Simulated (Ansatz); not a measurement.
# In2SiS: from a guess to a relaxed structure

The task: take a trial cell of In2SiS to zero force and stress.

Computed with Ansatz 0.2.0 (DFT PBE, scalar-relativistic, plane waves, PAW, unless a step's input says otherwise).

## 1. Starting point

Symmetry: P-6m2, No. 187, hexagonal system. The conventional cell has a = 4.431 Å, b = 4.431 Å, c = 6.485 Å, α = 90.00°, β = 90.00°, γ = 120.00°. In (site symmetry -6m2) is surrounded by 3 In at 2.56 Å. Around Si (site symmetry -6m2) lie 3 S at 2.56 Å. S (site symmetry -6m2) is surrounded by 3 Si at 2.56 Å.

As a file:

```xyz
4
Lattice="4.4314 0.0000 0.0000 -2.2157 3.8377 0.0000 0.0000 0.0000 6.4850" Properties=species:S:1:pos:R:3 pbc="T T T"
In    0.0000    2.5584    0.0000
In    0.0000    0.0000    0.0000
Si    0.0000    0.0000    3.2425
S     2.2157    1.2792    3.2425
```

The cell is invented: random cell by space group and Wyckoff sites (P-6m2, No. 187). The dimensions are guesses.

## 2. A first look at the guess

input.yaml

```yaml
crystal:
  lattice:
    - [4.43135287, 0.0, 0.0]
    - [-2.21567644, 3.83766416, 0.0]
    - [0.0, 0.0, 6.48501273]
  atoms:
    - { symbol: In, position: [0.33333333, 0.66666667, 0.0] }
    - { symbol: In, position: [0.0, 0.0, 0.0] }
    - { symbol: Si, position: [0.0, 0.0, 0.5] }
    - { symbol: S, position: [0.66666667, 0.33333333, 0.5] }
basis:
  ecutwfc: 420
kpoints:
  mp_grid: { grid: [6, 6, 4] }
hamiltonian:
  xc: pbe
scf:
  occupations: { method: gaussian, width: 0.1 }
  lower_state_search: "off"
output:
  forces: true
  stress: true
  eigenvalues: true
```

Run with:

```
ansatz run input.yaml --threads 1 --pin off --max-ram 2560MiB --backend cpu --events-out ev --progress --plain --runs-dir out
```

The session goes on with these runs: a loose first relaxation; full relaxation.

Before running it: what results should come out? Wanted: conventional cell; volume; energy over the elements; gap on the mesh.

As calculated:

| quantity | value |
| --- | --- |
| symmetry at the end (tolerance 0.05 Å) | space group P-6m2 (No. 187) |
| conventional cell | a = 4.751 Å, b = 4.751 Å, c = 5.574 Å, α = 90.00°, β = 90.00°, γ = 120.00° |
| volume | 27.25 Å³/atom |
| energy over the elements | +0.45 eV/atom |
| gap on the mesh | none (metal) |

In words: The space group P-6m2 (No. 187) is kept, and the volume per atom shrinks by 1.2 % from the first guess. With a positive formation energy it can't be a ground state. No finished test with a distortion of lower symmetry is shown, so the end may be a saddle point. Spin polarisation is off in the runs that give these values; a magnetic solution could lie lower.
